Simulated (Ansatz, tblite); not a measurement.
# W(NH)2Br2 (Br₂H₂N₂W): removing and adding an electron, part 2 of 2

What does removing or adding an electron cost or gain for W(NH)2Br2 (Br₂H₂N₂W)? Each charged state is run at several levels.

Ansatz 0.2.0, Gaussian basis; as each input shows.

### 11 Relaxing the charge -1 doublet

The input, in.yaml:

```yaml
crystal:
  periodic: [false, false, false]
  atoms:
    - {symbol: W, position_ang: [-0.384454, 0.005615, -0.270078]}
    - {symbol: N, position_ang: [-0.385123, -0.014088, 1.486856]}
    - {symbol: H, position_ang: [0.055353, -0.027444, 2.412242]}
    - {symbol: N, position_ang: [1.268369, 0.001217, -0.866146]}
    - {symbol: H, position_ang: [2.288361, -0.006763, -0.765744]}
    - {symbol: Br, position_ang: [-1.407203, 2.117366, -0.975052]}
    - {symbol: Br, position_ang: [-1.435303, -2.075902, -1.022079]}
basis:
  gaussian: {orbitals: def2-SVPD}
total_charge: -1
magnetization: {spin_polarized: true, initial_magnetization: 1}
hamiltonian: {xc: pbe, dispersion: d4}
scf: {lower_state_search: "off"}
output: {orbitals: {seedname: orbitals}}
relax: {f_tol: 0.02, max_steps: 100}
```

Launch:

```bash
$ ansatz run in.yaml --threads 2 --pin off --events-out ev --progress --plain --max-ram 22528MiB --backend cuda --devices 0, --max-vram 18GiB
```

Output:

```text
Functional definition: PBE
  name "PBE"
  cite "Perdew, Burke & Ernzerhof, Phys. Rev. Lett. 77, 3865 (1996) doi:10.1103/PhysRevLett.77.3865"
  parent pbe
  parameter kappa = 0.804
  parameter beta = 0.06672455060314922
  exchange = pbe_x(kappa = kappa, mu = beta*pi^2/3)
  correlation = pbe_c(beta = beta)
these checks for a lower state are left out or cut short: stability, starts, cluster_reference, orbital_swaps, neighbouring_geometries, increment
1672 factors; their error is unknown
mean field evaluation 1: about -144880.6156 eV, gradient 5.9e1 eV
mean field evaluation 2: about -144684.9645 eV, gradient 1.9e2 eV
mean field evaluation 4: about -144889.4135 eV, gradient 3.1e1 eV
mean field evaluation 8: about -144894.4639 eV, gradient 6.7e-1 eV
mean field evaluation 16: about -144894.3760 eV, gradient 1.9e-3 eV
mean field -144894.37597730 eV, -5324.7701042302 hartree, gradient 4.7e-6 eV, S^2 0.753563; 0 other end points of the search recorded, 0 dependent functions left out
the calculation of the forces begins
reference -144894.37603172 eV, -5324.7701062301 hartree; 51, 50 occupied and 122, 123 virtual orbitals, 1672 factors
relax step   1: F+E_penalty+E_count = -144894.65629102 eV  Δ(F+E_penalty+E_count) = +0.000e0 eV  max|allowed force component| = 1.882e0 eV/Å  Δτ_max = 0.0000 Å  (23 SCF iters, accepted)
these checks for a lower state are left out or cut short: stability, starts, cluster_reference, orbital_swaps, neighbouring_geometries, increment
1672 factors; their error is unknown
mean field evaluation 32: about -144894.8173 eV, gradient 1.5e-1 eV
mean field -144894.81737734 eV, -5324.7863253826 hartree, gradient 1.5e-6 eV, S^2 0.756218; 0 other end points of the search recorded, 0 dependent functions left out
the calculation of the forces begins
reference -144894.81743244 eV, -5324.7863274074 hartree; 51, 50 occupied and 122, 123 virtual orbitals, 1672 factors
relax step   2: F+E_penalty+E_count = -144895.08008433 eV  Δ(F+E_penalty+E_count) = -4.238e-1 eV  max|allowed force component| = 5.440e-1 eV/Å  Δτ_max = 0.1944 Å  (33 SCF iters, accepted)
these checks for a lower state are left out or cut short: stability, starts, cluster_reference, orbital_swaps, neighbouring_geometries, increment
1672 factors; their error is unknown
mean field -144894.94566541 eV, -5324.7910398821 hartree, gradient 2.9e-6 eV, S^2 0.756184; 0 other end points of the search recorded, 0 dependent functions left out
the calculation of the forces begins
reference -144894.94572026 eV, -5324.7910418977 hartree; 51, 50 occupied and 122, 123 virtual orbitals, 1672 factors
relax step   3: F+E_penalty+E_count = -144895.21325617 eV  Δ(F+E_penalty+E_count) = -1.332e-1 eV  max|allowed force component| = 3.539e-1 eV/Å  Δτ_max = 0.1978 Å  (28 SCF iters, accepted)
these checks for a lower state are left out or cut short: stability, starts, cluster_reference, orbital_swaps, neighbouring_geometries, increment
1672 factors; their error is unknown
mean field -144894.97805347 eV, -5324.7922301213 hartree, gradient 1.7e-6 eV, S^2 0.756110; 0 other end points of the search recorded, 0 dependent functions left out
the calculation of the forces begins
reference -144894.97810793 eV, -5324.7922321228 hartree; 51, 50 occupied and 122, 123 virtual orbitals, 1672 factors
relax step   4: F+E_penalty+E_count = -144895.25103670 eV  Δ(F+E_penalty+E_count) = -3.778e-2 eV  max|allowed force component| = 9.211e-2 eV/Å  Δτ_max = 0.1947 Å  (29 SCF iters, accepted)
these checks for a lower state are left out or cut short: stability, starts, cluster_reference, orbital_swaps, neighbouring_geometries, increment
1672 factors; their error is unknown
mean field -144894.98504723 eV, -5324.7924871372 hartree, gradient 1.7e-6 eV, S^2 0.756061; 0 other end points of the search recorded, 0 dependent functions left out
the calculation of the forces begins
reference -144894.98510179 eV, -5324.7924891423 hartree; 51, 50 occupied and 122, 123 virtual orbitals, 1672 factors
relax step   5: F+E_penalty+E_count = -144895.25665072 eV  Δ(F+E_penalty+E_count) = -5.614e-3 eV  max|allowed force component| = 4.573e-2 eV/Å  Δτ_max = 0.0651 Å  (23 SCF iters, accepted)
these checks for a lower state are left out or cut short: stability, starts, cluster_reference, orbital_swaps, neighbouring_geometries, increment
1672 factors; their error is unknown
mean field evaluation 64: about -144894.9853 eV, gradient 9.4e-4 eV
mean field -144894.98526011 eV, -5324.7924949605 hartree, gradient 2.7e-6 eV, S^2 0.756039; 0 other end points of the search recorded, 0 dependent functions left out
the calculation of the forces begins
reference -144894.98531465 eV, -5324.7924969647 hartree; 51, 50 occupied and 122, 123 virtual orbitals, 1672 factors
relax step   6: F+E_penalty+E_count = -144895.25745457 eV  Δ(F+E_penalty+E_count) = -8.038e-4 eV  max|allowed force component| = 4.480e-2 eV/Å  Δτ_max = 0.0101 Å  (23 SCF iters, accepted)
these checks for a lower state are left out or cut short: stability, starts, cluster_reference, orbital_swaps, neighbouring_geometries, increment
1672 factors; their error is unknown
mean field -144894.98552333 eV, -5324.7925046335 hartree, gradient 3.0e-6 eV, S^2 0.756036; 0 other end points of the search recorded, 0 dependent functions left out
the calculation of the forces begins
reference -144894.98557785 eV, -5324.7925066371 hartree; 51, 50 occupied and 122, 123 virtual orbitals, 1672 factors
relax step   7: F+E_penalty+E_count = -144895.25794425 eV  Δ(F+E_penalty+E_count) = -4.897e-4 eV  max|allowed force component| = 2.111e-2 eV/Å  Δτ_max = 0.0107 Å  (23 SCF iters, accepted)
these checks for a lower state are left out or cut short: stability, starts, cluster_reference, orbital_swaps, neighbouring_geometries, increment
1672 factors; their error is unknown
mean field -144894.98580327 eV, -5324.7925149215 hartree, gradient 2.1e-6 eV, S^2 0.756048; 0 other end points of the search recorded, 0 dependent functions left out
the calculation of the forces begins
reference -144894.98585779 eV, -5324.7925169248 hartree; 51, 50 occupied and 122, 123 virtual orbitals, 1672 factors
relax step   8: F+E_penalty+E_count = -144895.25821616 eV  Δ(F+E_penalty+E_count) = -2.719e-4 eV  max|allowed force component| = 1.861e-2 eV/Å  Δτ_max = 0.0185 Å  (23 SCF iters, accepted)
Total energy: -144895.25827067 eV, -5324.8025279137 hartree
Atom 0 at    -0.219126     0.003195    -0.153933 Å, force    -0.012866     0.000186    -0.009014 eV/Å
Atom 1 at    -0.279866    -0.016385     1.627910 Å, force     0.018615    -0.000222     0.008842 eV/Å
Atom 2 at     0.048039    -0.029408     2.592945 Å, force    -0.006582     0.000153    -0.009850 eV/Å
Atom 3 at     1.436778    -0.000492    -0.814969 Å, force     0.014607    -0.000258     0.014457 eV/Å
Atom 4 at     2.455884    -0.007111    -0.833845 Å, force    -0.011469     0.000107    -0.002817 eV/Å
Atom 5 at    -1.708582     1.855485    -1.188521 Å, force    -0.001094     0.008859    -0.000710 eV/Å
Atom 6 at    -1.733127    -1.805284    -1.229587 Å, force    -0.001212    -0.008826    -0.000908 eV/Å
Dipole moment:     0.500681    -0.007301     0.351685 e Å
Checks for a lower state left out: stability, starts, cluster_reference, orbital_swaps, neighbouring_geometries, increment
```

Wall time 17 s (1 × H100 (card shared with other runs) with 2 threads of AMD EPYC 7R13, shared host); peak host memory 0.86 GiB.

The steps of the relaxation:

```
step  energy from step 1 (eV)  largest force component (eV/Å)
   1                   0.0000                          1.8821
   2                  -0.4238                          0.5440
   3                  -0.5570                          0.3539
   4                  -0.5947                          0.0921
   5                  -0.6004                          0.0457
   6                  -0.6012                          0.0448
   7                  -0.6017                          0.0211
   8                  -0.6019                          0.0186
```

Distances of close pairs at the start and the end, largest changes first:

```
  bond  before (Å)  after (Å)  change (Å)
W1–Br6       2.450      2.592      +0.142
W1–Br7       2.450      2.592      +0.142
 W1–N4       1.757      1.783      +0.026
 W1–N2       1.757      1.783      +0.026
 N2–H3       1.025      1.019      -0.006
 N4–H5       1.025      1.019      -0.006
```

### 12 Charge -1 doublet, PBE0-D4/def2-TZVPD

The input, in.yaml:

```yaml
crystal:
  periodic: [false, false, false]
  atoms:
    - {symbol: W, position_ang: [-0.219126, 0.003195, -0.153933]}
    - {symbol: N, position_ang: [-0.279866, -0.016385, 1.627910]}
    - {symbol: H, position_ang: [0.048039, -0.029408, 2.592945]}
    - {symbol: N, position_ang: [1.436778, -0.000492, -0.814969]}
    - {symbol: H, position_ang: [2.455884, -0.007111, -0.833845]}
    - {symbol: Br, position_ang: [-1.708582, 1.855485, -1.188521]}
    - {symbol: Br, position_ang: [-1.733127, -1.805284, -1.229587]}
basis:
  gaussian: {orbitals: def2-TZVPD, initial_orbitals: start.molden}
total_charge: -1
magnetization: {spin_polarized: true, initial_magnetization: 1}
hamiltonian: {xc: pbe0, dispersion: d4}
scf: {omitted_lower_state_checks: [starts]}
output: {orbitals: {seedname: orbitals}}
```

Launch:

```bash
$ ansatz run in.yaml --threads 2 --pin off --events-out ev --progress --plain --max-ram 22528MiB --backend cpu
```

Output:

```text
Functional definition: PBE0
  name "PBE0"
  cite "Adamo & Barone, J. Chem. Phys. 110, 6158 (1999) doi:10.1063/1.478522"
  cite "Perdew, Burke & Ernzerhof, Phys. Rev. Lett. 77, 3865 (1996) doi:10.1103/PhysRevLett.77.3865"
  parent pbe
  parameter a = 0.25
  parameter kappa = 0.804
  parameter beta = 0.06672455060314922
  exchange = (1 - a)*pbe_x(kappa = kappa, mu = beta*pi^2/3) + a*exact_x
  correlation = pbe_c(beta = beta)
these checks for a lower state are left out or cut short: starts
1820 factors; their error is unknown
mean field evaluation 1: about -144915.4217 eV, gradient 1.4e2 eV
mean field evaluation 2: about -144917.8290 eV, gradient 3.7e0 eV
mean field evaluation 4: about -144918.5793 eV, gradient 4.0e-1 eV
mean field evaluation 8: about -144918.5798 eV, gradient 4.7e-5 eV
mean field -144918.57981043 eV, -5325.6595786920 hartree, gradient 4.7e-5 eV, S^2 0.761231; 0 other end points of the search recorded, 0 dependent functions left out
reference -144918.57986839 eV, -5325.6595808217 hartree; 51, 50 occupied and 198, 199 virtual orbitals, 1820 factors
Total energy: -144918.81797482 eV, -5325.6683310718 hartree
Checks for a lower state left out: starts
```

Run time: 26 s. Hardware: 2 threads of AMD EPYC 7R13, shared host; peak memory 1.3 GiB.

From the report: HOMO -0.89 eV, LUMO 2.49 eV (over both spins); ⟨S²⟩ 0.761 (pure: 0.75).

### 13 Charge -1 doublet, PBE-D4/def2-TZVPD

in.yaml, as its differences from that of step 12:

```diff
@@ -14,3 +14,3 @@
 magnetization: {spin_polarized: true, initial_magnetization: 1}
-hamiltonian: {xc: pbe0, dispersion: d4}
+hamiltonian: {xc: pbe, dispersion: d4}
 scf: {omitted_lower_state_checks: [starts]}
```

The command is unchanged.

Output:

```text
Functional definition: PBE
  name "PBE"
  cite "Perdew, Burke & Ernzerhof, Phys. Rev. Lett. 77, 3865 (1996) doi:10.1103/PhysRevLett.77.3865"
  parent pbe
  parameter kappa = 0.804
  parameter beta = 0.06672455060314922
  exchange = pbe_x(kappa = kappa, mu = beta*pi^2/3)
  correlation = pbe_c(beta = beta)
these checks for a lower state are left out or cut short: starts
1646 factors; their error is unknown
mean field evaluation 1: about -144915.3409 eV, gradient 9.7e0 eV
mean field evaluation 2: about -144915.5157 eV, gradient 2.6e-1 eV
mean field evaluation 4: about -144915.5007 eV, gradient 5.5e-3 eV
mean field evaluation 8: about -144915.5007 eV, gradient 3.9e-5 eV
mean field -144915.50073738 eV, -5325.5464248444 hartree, gradient 3.9e-5 eV, S^2 0.756353; 0 other end points of the search recorded, 0 dependent functions left out
reference -144915.50081222 eV, -5325.5464275948 hartree; 51, 50 occupied and 198, 199 virtual orbitals, 1646 factors
Total energy: -144915.77322512 eV, -5325.5564385842 hartree
Checks for a lower state left out: starts
```

Run time: 11 s. Hardware: 2 threads of AMD EPYC 7R13, shared host.

HOMO 0.41 eV, LUMO 1.58 eV (over both spins); ⟨S²⟩ 0.756 (pure: 0.75). Doubts: highest occupied level lies above zero.

### 14 Fields of the charge -1 doublet

The fields below are evaluated on a grid from the run's orbitals.

Frontier orbitals at PBE0-D4/def2-TZVPD (alpha spin), with the share of their density that lies nearest to each atom:

```
orbital  energy (eV)                                                    lies on
   HOMO        -0.89                          W1 60 %; Br6, Br7 about 14 % each
   LUMO         3.14  W1 23 %; H3, H5 about 19 % each; Br6, Br7 about 14 % each
```

ELF in a plane through or near 5 of the atoms.

Values, 10 rows by 14 columns:
```
0.00 0.00 0.00 0.00 0.00 0.00 0.00 0.00 0.00 0.00 0.00 0.00 0.00 0.00
0.00 0.00 0.00 0.00 0.02 0.02 0.03 0.03 0.00 0.00 0.00 0.00 0.00 0.00
0.00 0.00 0.00 0.25 0.80 0.68 0.42 0.49 0.15 0.00 0.00 0.00 0.00 0.00
0.00 0.00 0.00 0.29 0.91 0.87 0.28 0.85 0.25 0.02 0.01 0.01 0.00 0.00
0.00 0.00 0.00 0.03 0.28 0.76 0.65 0.50 0.40 0.11 0.07 0.02 0.01 0.00
0.00 0.00 0.00 0.01 0.12 0.34 0.38 0.59 0.76 0.16 0.10 0.03 0.01 0.00
0.00 0.00 0.00 0.06 0.44 0.73 0.47 0.51 0.09 0.06 0.04 0.02 0.00 0.00
0.00 0.00 0.00 0.45 0.97 0.94 0.78 0.78 0.27 0.01 0.00 0.00 0.00 0.00
0.00 0.00 0.00 0.02 0.33 0.21 0.13 0.19 0.03 0.00 0.00 0.00 0.00 0.00
0.00 0.00 0.00 0.00 0.00 0.00 0.00 0.00 0.00 0.00 0.00 0.00 0.00 0.00
```
The map spans 9.4 Å across and 9.4 Å up, centred on the molecule. Atoms in the plane (x, y in Å): W1 (0.3, 0.0), N2 (-0.7, -1.5), H3 (-1.5, -2.1), N4 (-0.7, 1.5), H5 (-1.5, 2.1).

log10 of the density (e/Å³) in the same plane.

Values, 10 rows by 14 columns:
```
-4.0 -4.0 -4.0 -4.0 -4.0 -4.0 -4.0 -4.0 -4.0 -4.0 -4.0 -4.0 -4.0 -3.9
-4.0 -4.0 -4.0 -3.3 -2.7 -2.5 -2.4 -2.7 -3.2 -3.8 -4.0 -4.0 -3.9 -3.8
-4.0 -4.0 -3.4 -2.2 -1.2 -0.9 -1.0 -1.5 -2.1 -2.8 -3.2 -3.5 -3.8 -3.8
-4.0 -3.9 -3.0 -1.8 -0.4  0.4  0.6 -0.3 -1.3 -1.9 -2.1 -2.4 -2.9 -3.5
-4.0 -4.0 -3.2 -2.2 -1.2 -0.2  0.1  0.4 -0.2 -1.0 -1.3 -1.6 -2.2 -2.9
-4.0 -4.0 -3.4 -2.4 -1.5 -0.7  0.1  0.6  0.5 -0.7 -1.1 -1.5 -2.1 -2.8
-4.0 -4.0 -3.1 -2.0 -0.9  0.2  0.6 -0.1 -0.9 -1.4 -1.6 -1.9 -2.4 -3.1
-4.0 -4.0 -3.1 -1.8 -0.4  0.1  0.0 -0.7 -1.6 -2.3 -2.6 -2.8 -3.3 -3.8
-4.0 -4.0 -3.7 -2.7 -1.9 -1.7 -1.8 -2.1 -2.7 -3.3 -3.7 -4.0 -4.0 -4.0
-4.0 -4.0 -4.0 -4.0 -3.6 -3.4 -3.3 -3.6 -4.0 -4.0 -4.0 -4.0 -4.0 -4.0
```
The map spans 9.4 Å across and 9.4 Å up, centred on the molecule. Atoms in the plane (x, y in Å): W1 (0.3, 0.0), N2 (-0.7, -1.5), H3 (-1.5, -2.1), N4 (-0.7, 1.5), H5 (-1.5, 2.1).

On the surface of density 0.002 e/bohr³ the electrostatic potential runs, from the 1st to the 99th percentile, from -5.00 V near Br6 to -1.68 V near H3.

The spin density lies nearest to W1 68 %; N2, N4 about 8 % each (both signs); Br6, Br7 about 7 % each.

### 15 Adiabatic electron affinity

Starting state less charged state (positive: the electron is bound), singlet to doublet; the starting state's energies are those of its earlier runs.

```
             level  adiabatic electron affinity (eV)  time
 PBE-D4/def2-TZVPD                             +1.44  17 s
PBE0-D4/def2-TZVPD                             +1.65  35 s
```

Times add the two runs; a level without a time comes out of a correlated run.

### 16 Summary of results

What follows sums up all 2 parts.

| quantity | value |
| --- | --- |
| vertical ionisation energy, functionals in def2-TZVP | 9.41 (PBE-D4) to 9.80 eV (PBE0-D4) |
| vertical electron affinity, functionals in def2-TZVPD | 0.90 (PBE-D4) to 1.17 eV (PBE0-D4) |
| adiabatic electron affinity, functionals in def2-TZVPD | 1.44 (PBE-D4) to 1.65 eV (PBE0-D4) |
| relaxation of the anion side, PBE-D4/def2-TZVPD | 0.54 eV |

What this shows: The vertical ionisation energy spans 9.41 to 9.80 eV over the functionals. −ε(HOMO) misses the level's own difference by -1.72 eV at best (PBE0-D4) and -2.62 eV at worst (PBE-D4). The vertical electron affinity spans 0.90 to 1.17 eV over the functionals. The anion's highest level lies above zero where self-interaction lifts it, so diffuse functions weigh on these values. −ε(LUMO) misses the level's own difference by +1.53 eV at best (PBE0-D4) and +2.48 eV at worst (PBE-D4). The adiabatic electron affinity spans 1.44 to 1.65 eV over the functionals. Relaxing the reduced state gains 0.54 eV at PBE-D4/def2-TZVPD. The charged states' spins were chosen beforehand and needn't be their lowest.
